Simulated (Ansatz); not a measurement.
# CrCu4NiSn2 (R-3m) in Ansatz: reference runs, part 2 of 2

Ansatz 0.2.0. The steps go on from the part before.

## 6. Single point, PBE, collinear spin, ferromagnetic start, 14.30 Å³/atom (volume scaled by 0.98)

The input, input.yaml:

```yaml
crystal:
  lattice:
    - [2.1664931672, 1.2508254133, 7.0359170311]
    - [-2.1664931672, 1.2508254133, 7.0359170311]
    - [0.0, -2.5016508265, 7.0359170311]
  atoms:
    - { symbol: Sn, position: [0.750442, 0.750442, 0.750442] }
    - { symbol: Sn, position: [0.249558, 0.249558, 0.249558] }
    - { symbol: Cu, position: [0.873918, 0.873918, 0.873918], spin: 0.6 }
    - { symbol: Cu, position: [0.376362, 0.376362, 0.376362], spin: 0.6 }
    - { symbol: Cu, position: [0.126082, 0.126082, 0.126082], spin: 0.6 }
    - { symbol: Cu, position: [0.623638, 0.623638, 0.623638], spin: 0.6 }
    - { symbol: Ni, position: [0.5, 0.5, 0.5], spin: 1.0 }
    - { symbol: Cr, position: [0.0, 0.0, 0.0], spin: 3.0 }
hamiltonian:
  xc: pbe
  pseudopotentials: { kind: paw }
magnetization:
  spin_polarized: true
kpoints:
  mp_grid: { grid: [7, 7, 7] }
scf:
  occupations: { method: fermi_dirac, width: 0.05 }
output:
  forces: true
  stress: true
  eigenvalues: true
```

Potentials or basis: Ansatz PAW.

Command:

```bash
$ ansatz run input.yaml --threads 4 --pin off --max-ram 10240MiB --backend cpu --events-out ev --progress --plain --runs-dir out
```

Wall time 22 s (4 threads of Arm Neoverse V2, shared host); peak memory 0.99 GiB.

Results (log left out):

| Quantity | Value |
| --- | --- |
| Free energy | -47765.4458 eV |
| Pressure | 3.1 GPa |
| Largest force | 0.149 eV/Å |
| Band gap on the k mesh | none (metal or under the smearing width) |
| Net moment | 3.60 μB per cell |
| Absolute moment | 4.05 μB per cell |
| Site moments | Sn -0.03; Cu +0.01, +0.05; Ni +0.05; Cr +3.22 μB |

## 7. Single point, PBE, collinear spin, ferromagnetic start, 14.59 Å³/atom

input.yaml, as its differences from that of step 6:

```diff
@@ -2,5 +2,5 @@
   lattice:
-    - [2.1664931672, 1.2508254133, 7.0359170311]
-    - [-2.1664931672, 1.2508254133, 7.0359170311]
-    - [0.0, -2.5016508265, 7.0359170311]
+    - [2.1811320786, 1.2592771927, 7.0834584532]
+    - [-2.1811320786, 1.2592771927, 7.0834584532]
+    - [0.0, -2.5185543854, 7.0834584532]
   atoms:
@@ -27 +27,5 @@
   eigenvalues: true
+  write_density: true
+  write_potential: true
+  elf: true
+  volumetric_format: npy
```

Command:

```bash
$ ansatz run input.yaml --threads 4 --pin off --max-ram 10240MiB --backend cpu --events-out ev --progress --plain --runs-dir out
```

Run time: 29 s. Hardware: 4 threads of Arm Neoverse V2, shared host; peak memory 1 GiB.

Results (log left out):

* Free energy: -47765.4731 eV
* Pressure: 0.7 GPa
* Largest force: 0.148 eV/Å
* Band gap on the k mesh: none (metal or under the smearing width)
* Net moment: 3.66 μB per cell
* Absolute moment: 4.10 μB per cell
* Site moments: Sn -0.03; Cu +0.01, +0.04; Ni +0.06; Cr +3.28 μB

## 8. Single point, PBE, collinear spin, ferromagnetic start, 14.88 Å³/atom (volume scaled by 1.02)

input.yaml, as its differences from that of step 7:

```diff
@@ -2,5 +2,5 @@
   lattice:
-    - [2.1811320786, 1.2592771927, 7.0834584532]
-    - [-2.1811320786, 1.2592771927, 7.0834584532]
-    - [0.0, -2.5185543854, 7.0834584532]
+    - [2.1955770829, 1.2676170198, 7.1303701412]
+    - [-2.1955770829, 1.2676170198, 7.1303701412]
+    - [0.0, -2.5352340396, 7.1303701412]
   atoms:
@@ -27,5 +27 @@
   eigenvalues: true
-  write_density: true
-  write_potential: true
-  elf: true
-  volumetric_format: npy
```

Command:

```bash
$ ansatz run input.yaml --threads 4 --pin off --max-ram 10240MiB --backend cpu --events-out ev --progress --plain --runs-dir out
```

It took 23 s on 4 threads of Arm Neoverse V2, shared host; peak memory 1 GiB.

It converged, with:

```yaml
Free_energy: -47765.4667 eV
Pressure: -1.5 GPa
Largest_force: 0.148 eV/Å
Band_gap_on_the_k_mesh: none (metal or under the smearing width)
Net_moment: 3.71 μB per cell
Absolute_moment: 4.15 μB per cell
Site_moments: Sn -0.03; Cu +0.01, +0.04; Ni +0.07; Cr +3.33 μB
```

## 9. Single point, PBE, collinear spin, ferromagnetic start, 15.18 Å³/atom (volume scaled by 1.04)

input.yaml, as its differences from that of step 8:

```diff
@@ -2,5 +2,5 @@
   lattice:
-    - [2.1955770829, 1.2676170198, 7.1303701412]
-    - [-2.1955770829, 1.2676170198, 7.1303701412]
-    - [0.0, -2.5352340396, 7.1303701412]
+    - [2.2098344764, 1.2758485298, 7.1766725434]
+    - [-2.2098344764, 1.2758485298, 7.1766725434]
+    - [0.0, -2.5516970596, 7.1766725434]
   atoms:
@@ -27 +27,5 @@
   eigenvalues: true
+  write_density: true
+  write_potential: true
+  elf: true
+  volumetric_format: npy
```

Potentials or basis: Ansatz PAW.

Command:

```bash
$ ansatz run input.yaml --threads 4 --pin off --max-ram 10240MiB --backend cpu --events-out ev --progress --plain --runs-dir out
```

Wall time 30 s (4 threads of Arm Neoverse V2, shared host); peak memory 1.1 GiB.

Results (log left out):

```yaml
Free_energy: -47765.4305 eV
Pressure: -3.4 GPa
Largest_force: 0.148 eV/Å
Band_gap_on_the_k_mesh: none (metal or under the smearing width)
Net_moment: 3.77 μB per cell
Absolute_moment: 4.20 μB per cell
Site_moments: Sn -0.03; Cu +0.01, +0.04; Ni +0.08; Cr +3.37 μB
```

## 10. Single point, PBE, collinear spin, ferromagnetic start, 15.47 Å³/atom (volume scaled by 1.06)

input.yaml, as its differences from that of step 9:

```diff
@@ -2,5 +2,5 @@
   lattice:
-    - [2.2098344764, 1.2758485298, 7.1766725434]
-    - [-2.2098344764, 1.2758485298, 7.1766725434]
-    - [0.0, -2.5516970596, 7.1766725434]
+    - [2.2239102347, 1.2839751727, 7.222385066]
+    - [-2.2239102347, 1.2839751727, 7.222385066]
+    - [0.0, -2.5679503453, 7.222385066]
   atoms:
@@ -27,5 +27 @@
   eigenvalues: true
-  write_density: true
-  write_potential: true
-  elf: true
-  volumetric_format: npy
```

Potentials or basis: Ansatz PAW.

Command:

```bash
$ ansatz run input.yaml --threads 4 --pin off --max-ram 10240MiB --backend cpu --events-out ev --progress --plain --runs-dir out
```

What it wrote:

```text
Warning: RAYON_NUM_THREADS=4 ignored (pool sized by the plan → 4); use --threads N
basis.fft_grid_basis auto: the FFT boxes are laid along the combinations [[1, 0, -1], [0, 1, -1], [0, 0, 1]] of the cell's own vectors, 4.448, 4.448 and 7.665 Å long. The dense box has 30×30×54 points. Along the cell's own vectors, as sized, it would have 54×54×54, 3.24 times as many. Of the 12 symmetry operations that the crystal satisfies within crystal.symmetry.tolerance (time reversal apart; of a slab, those that keep its plane) the dense box along the cell's own vectors carries 12, and the one as laid loses 8 of those. basis.fft_grid_basis: typed keeps the cell's own vectors: state it where this run's energies or levels are differenced outside the engine with another run's, or held beside a run that keeps those vectors.
Engine: ansatz 0.2.0, aarch64-unknown-linux-gnu
Pseudopotentials: kind: paw
Pseudopotential: Sn, paw, valence charge 14, recommended cutoff 420 eV (normal), Sn.paw.azcp
[... 90 lines left out ...]
  P = ⅓ Tr σ = -5.0972 GPa (-50.972 kbar)
--- Band table (eV; the first three rows and the last of 88) ---
  k-point 0 ↑: bands = ["-98.1949", "-98.1947", "-98.0786", "-98.0783", "-87.6401", "-57.7474", "-55.5835", "-55.5835", "-55.5820", "-55.5820", "-55.5454", "-55.5439", "-55.5121", "-55.5103", "-55.4297", "-55.4297", "-55.4277", "-55.4277", "-48.0795", "-48.0586", "-48.0586", "-29.1724", "-29.1134", "-29.1134", "-6.7447", "-6.7445", "-6.7404", "-6.7404", "-6.7337", "-6.7337", "-6.7088", "-6.7088", "-6.7052", "-6.7052", "4.1120", "6.0847", "8.1975", "10.6117", "10.6142", "10.6142", "10.6934", "10.6934", "11.0162", "11.0162", "11.3077", "11.4162", "11.4162", "11.4701", "11.4701", "11.7022", "11.7022", "11.7479", "11.7978", "11.8498", "11.8498", "12.2485", "12.2485", "13.0609", "13.0609", "13.0855", "13.2388", "13.2388", "13.8750", "13.8750", "13.9170", "13.9243", "13.9243", "15.9386", "16.5349", "16.8382", "16.8382", "16.9708", "16.9708", "17.0000", "17.3466", "17.3466", "18.5626", "18.8796", "18.9659", "18.9659", "19.3592", "20.3142", "20.3539", "20.3539", "24.0638", "24.6746"]
  k-point 1 ↑: bands = ["-98.1949", "-98.1947", "-98.0786", "-98.0783", "-87.6401", "-57.7474", "-55.5835", "-55.5834", "-55.5821", "-55.5820", "-55.5454", "-55.5440", "-55.5120", "-55.5104", "-55.4298", "-55.4297", "-55.4278", "-55.4277", "-48.0795", "-48.0586", "-48.0586", "-29.1724", "-29.1136", "-29.1134", "-6.7437", "-6.7434", "-6.7405", "-6.7387", "-6.7345", "-6.7324", "-6.7088", "-6.7079", "-6.7065", "-6.7050", "4.3203", "6.1887", "8.4323", "10.3772", "10.4675", "10.6413", "10.6503", "10.7585", "11.0529", "11.0590", "11.1441", "11.3919", "11.4199", "11.5099", "11.5745", "11.6852", "11.6998", "11.7637", "11.8097", "11.8360", "11.8519", "12.0809", "12.2136", "12.7693", "12.9878", "13.0116", "13.1762", "13.2104", "13.7842", "13.8441", "13.8485", "13.9014", "13.9118", "14.9867", "15.4494", "15.7439", "16.4178", "16.4992", "16.5435", "17.8482", "18.2265", "18.5287", "18.8001", "18.8849", "19.1924", "19.7710", "20.0790", "20.8348", "21.0952", "21.4520", "22.6189", "22.9851"]
  k-point 2 ↑: bands = ["-98.1949", "-98.1948", "-98.0786", "-98.0784", "-87.6401", "-57.7474", "-55.5836", "-55.5833", "-55.5822", "-55.5820", "-55.5452", "-55.5442", "-55.5118", "-55.5106", "-55.4299", "-55.4295", "-55.4280", "-55.4276", "-48.0794", "-48.0586", "-48.0586", "-29.1723", "-29.1140", "-29.1135", "-6.7436", "-6.7422", "-6.7385", "-6.7354", "-6.7350", "-6.7300", "-6.7092", "-6.7088", "-6.7056", "-6.7041", "4.9211", "6.4494", "9.0626", "9.6501", "9.8494", "10.6757", "10.7664", "10.9083", "10.9269", "11.1421", "11.1616", "11.3589", "11.4625", "11.5636", "11.5864", "11.5875", "11.6357", "11.7052", "11.7725", "11.7845", "11.8666", "11.9081", "12.0912", "12.2411", "12.5578", "12.9034", "13.1509", "13.2424", "13.5894", "13.6690", "13.8194", "13.8737", "13.9898", "14.1685", "14.7158", "14.8718", "15.5402", "15.6550", "16.3391", "17.1555", "18.3437", "19.0050", "19.6854", "20.3530", "20.8149", "20.8812", "21.1321", "21.5279", "21.7375", "22.1314", "22.7537", "23.7420"]
  k-point 43 ↓: bands = ["-98.1264", "-98.1262", "-98.0606", "-98.0603", "-87.5532", "-55.5149", "-55.5148", "-55.5135", "-55.5134", "-55.4862", "-55.4847", "-55.4759", "-55.4743", "-55.4222", "-55.4221", "-55.4202", "-55.4201", "-54.2456", "-47.9818", "-47.9818", "-47.9764", "-25.7035", "-25.6631", "-25.6629", "-6.7561", "-6.7544", "-6.7482", "-6.7480", "-6.7477", "-6.7465", "-6.7164", "-6.7149", "-6.7137", "-6.7129", "4.9562", "5.0897", "9.8514", "9.9985", "10.7150", "10.7398", "10.7572", "10.8374", "11.1890", "11.1990", "11.2370", "11.3063", "11.6678", "11.7083", "11.7519", "11.7771", "11.7938", "11.8063", "11.8451", "11.9159", "11.9256", "12.1441", "12.4293", "12.6148", "12.9415", "13.2554", "13.7565", "13.7994", "13.8551", "14.4580", "14.7310", "15.0288", "15.5801", "15.8597", "16.6417", "16.7761", "16.9984", "17.1031", "17.8458", "17.8705", "18.7003", "18.8996", "19.2218", "19.2368", "19.8476", "20.0293", "20.6633", "21.0722", "21.5637", "21.9225", "23.1887", "23.9542"]
```

It took 25 s on 4 threads of Arm Neoverse V2, shared host; peak memory 1 GiB.

Results:

* Free energy: -47765.3682 eV
* Pressure: -5.1 GPa
* Largest force: 0.149 eV/Å
* Band gap on the k mesh: none (metal or under the smearing width)
* Net moment: 3.82 μB per cell
* Absolute moment: 4.26 μB per cell
* Site moments: Sn -0.03; Cu +0.01, +0.04; Ni +0.09; Cr +3.42 μB

## 11. Equation of state, PBE, collinear spin, ferromagnetic start

No new run: the results of the series are fitted here.

What came out:

* Equilibrium volume: 14.68 Å³/atom
* Bulk modulus at fixed shape and positions: 112 GPa
* Pressure derivative of the bulk modulus: 5.2

Energy against volume, from the lowest point:
```tsv
volume (Å³/atom)	energy (meV/atom)
13.716	25.08
14.008	11.56
14.300	3.40
14.592	0.00
14.884	0.80
15.176	5.32
15.467	13.11
```

Caveat: the cell was scaled at fixed shape and fractional positions, which overstates the stiffness of a crystal with free parameters, most of all of layers and chains.

## 12. Overview

| task | cell | gap on the mesh (eV) | pressure (GPa) | moment (μB) | largest force (eV/Å) |
| --- | --- | --- | --- | --- | --- |
| single point | as given | none | 0.7 | 3.66 | 0.15 |
| single point | atoms moved at random, drawn with an rms of 0.05 Å | none | 1.1 | 3.65 | 0.51 |
| equation of state | as given | - | - | - | - |

Alike in all rows: level PBE; potentials or basis Ansatz PAW; spin collinear, ferromagnetic start; k mesh 7 × 7 × 7; cutoff (eV) 420; smearing fermi-dirac 0.05 eV.

Caveats: the cell was scaled at fixed shape and fractional positions, which overstates the stiffness of a crystal with free parameters, most of all of layers and chains (some runs).

Absolute energies hang on the potentials; compare differences alone.
